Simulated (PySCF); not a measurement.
**The bond of HgO, level by level**

An exercise on one series of results from a longer session: the logs are not shown, and one member is left open.

The runs use PySCF 2.14.0; Hg def2-TZVPP with ECP60, O def2-TZVPP, scalar-relativistic core potentials.

1 further run of the same task is left out (set aside as unsound or not needed).

The first run:

Settings of the job:

```json
{"atoms": "Hg, O", "charge": "0", "basis": "Hg def2-TZVPP with ECP60, O def2-TZVPP", "Hamiltonian": "scalar-relativistic core potentials", "basis functions": "90", "electrons treated": "28", "masses in u": "201.9706, 15.9949", "levels": "PBE0, PBE, r²SCAN, M06-L, BHandHLYP, M06, revPBE, ωB97X", "grid": "80 radial by 434 angular points", "occupations": "held fixed by the projection of orbital angular momentum", "dissociation limit": "Hg + O, each in its ground configuration", "starting distance in angstrom": "1.975", "values of 2S to try": "0, 2"}
```

Run with:

```sh
$ OMP_NUM_THREADS=1 python dia.py task.json out
```

Among the steps run: Input; PBE0 along the bond; Higher solutions at PBE0; PBE (GGA); r²SCAN (meta-GGA); M06-L; BHandHLYP; M06; revPBE; ωB97X (range-separated hybrid).

One table of the session follows, with a row left open; its other results are not shown here.

```
    level  Re (Å)  ωe (cm⁻¹)  De (eV)  μ (D)
      PBE       ?          ?        ?      ?
   revPBE   2.221      277.7    0.482  -1.95
   r²SCAN   2.148        338     0.62  -1.90
    M06-L   2.248      257.4    0.423  -1.99
     PBE0   2.184      290.0    0.373  -1.97
      M06   2.354      166.6    0.231  -1.72
BHandHLYP   2.297      165.6    0.089  -1.70
    ωB97X   2.197      280.5    0.325  -2.11
```

Q: Estimate the row for PBE from the others.

The run gave: Re (Å): 2.184; ωe (cm⁻¹): 308; De (eV): 0.66; μ (D): -1.93.

De is counted to Hg + O in their ground configurations.
